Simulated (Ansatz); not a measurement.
# GeH₄S₄: taking an electron away

An exercise on one series of results from a longer session: the logs are not shown, and one member is left open.

Computed with Ansatz 0.2.0, Gaussian basis. Level: unrestricted cation, the program's frozen cores in correlated methods.

Plan: UKS PBE-D4/def2-TZVPP; UKS r2SCAN-D4/def2-TZVPP; UKS PBE0-D4/def2-TZVPP; UKS B3LYP-D4/def2-TZVPP; UKS wB97X-V/def2-TZVPP; UKS wB97M-V/def2-TZVPP; UKS B2PLYP/def2-TZVPP; UHF-CCSD(T)/def2-TZVPP; UHF-MP2/def2-QZVPP; extrapolation to the limit; then −ε(HOMO) from the neutral's earlier runs with LDA (SPW92), PBE-D4, revPBE-D4, BLYP-D4, r2SCAN-D4, B97M-V, PBE0-D4, B3LYP-D4, r2SCANh-D4, r2SCAN0-D4, HSE06-D4, BHLYP-D4, CAM-B3LYP-D4, LC-ωPBE, ωB97X-V, ωB97M-V.

## The relaxed structure

All runs share one geometry, relaxed beforehand with PBE0-D4 in a triple-zeta def2 set.

SMILES `[SH][Ge]([SH])([SH])[SH]`, 9 atoms, charge 0, spin multiplicity 1.

Atoms are counted from 1 here; the program's logs count them from 0.

Bond lengths: S1–Ge2 2.214 Å, S1–H6 1.345 Å, Ge2–S3 2.214 Å, Ge2–S4 2.214 Å, Ge2–S5 2.214 Å, S3–H7 1.345 Å, S4–H8 1.345 Å, S5–H9 1.345 Å. Angles: Ge2–S1–H6 93.4°, S1–Ge2–S3 106.9°, S1–Ge2–S4 106.9°, S1–Ge2–S5 114.8°, S3–Ge2–S4 114.8°, S3–Ge2–S5 106.9°, S4–Ge2–S5 106.9°, Ge2–S3–H7 93.4°, Ge2–S4–H8 93.4°, Ge2–S5–H9 93.4°.

The first run:

in.yaml

```yaml
crystal:
  periodic: [false, false, false]
  atoms:
    - {symbol: S, position_ang: [-0.691382, 1.080362, -1.799331]}
    - {symbol: Ge, position_ang: [0.009874, -0.005206, -0.001892]}
    - {symbol: S, position_ang: [2.219820, 0.125526, 0.006874]}
    - {symbol: S, position_ang: [-0.797642, -2.062043, -0.137415]}
    - {symbol: S, position_ang: [-0.691393, 0.835429, 1.922316]}
    - {symbol: H, position_ang: [-1.980422, 0.760485, -1.587902]}
    - {symbol: H, position_ang: [2.332562, -0.342179, -1.248989]}
    - {symbol: H, position_ang: [-0.310157, -2.418638, 1.064187]}
    - {symbol: H, position_ang: [-0.002762, 1.979865, 1.765152]}
basis:
  gaussian: {orbitals: def2-TZVPP}
total_charge: 1
magnetization: {spin_polarized: true, initial_magnetization: 1}
hamiltonian: {xc: pbe, dispersion: d4}
```

On the command line:

```bash
$ ansatz run in.yaml --threads 2 --pin off --events-out ev --progress --plain --max-ram 20480MiB --backend cuda --devices 0, --max-vram 18GiB
```

Steps of the session up to this table: Cation, UKS PBE-D4/def2-TZVPP; Cation, UKS r2SCAN-D4/def2-TZVPP; Cation, UKS PBE0-D4/def2-TZVPP; Cation, UKS B3LYP-D4/def2-TZVPP; Cation, UKS wB97X-V/def2-TZVPP; Cation, UKS wB97M-V/def2-TZVPP; Cation, UKS B2PLYP (frozen core)/def2-TZVPP; Cation, UHF-CCSD(T)/def2-TZVPP; Cation, UHF-MP2/def2-QZVPP.

One table of the session follows, with a row left open; its other results are not shown here.

For comparison, −ε(HOMO) of the neutral from earlier runs:

| functional | −ε(HOMO) (eV) |
| --- | --- |
| LDA (SPW92) | 6.51 |
| PBE-D4 | 6.39 |
| revPBE-D4 | 6.34 |
| BLYP-D4 | 6.21 |
| r2SCAN-D4 | 6.69 |
| B97M-V | 6.76 |
| PBE0-D4 | 7.62 |
| B3LYP-D4 | 7.36 |
| r2SCANh-D4 | 7.14 |
| r2SCAN0-D4 | 7.82 |
| HSE06-D4 | 7.23 |
| BHLYP-D4 | 8.69 |
| CAM-B3LYP-D4 | 8.92 |
| LC-ωPBE | ? |
| ωB97X-V | 9.98 |
| ωB97M-V | 9.78 |

Q: Estimate the row for LC-ωPBE from the others.

**Answer.** −ε(HOMO) (eV): 10.35. In the column «−ε(HOMO) (eV)» it is the highest.
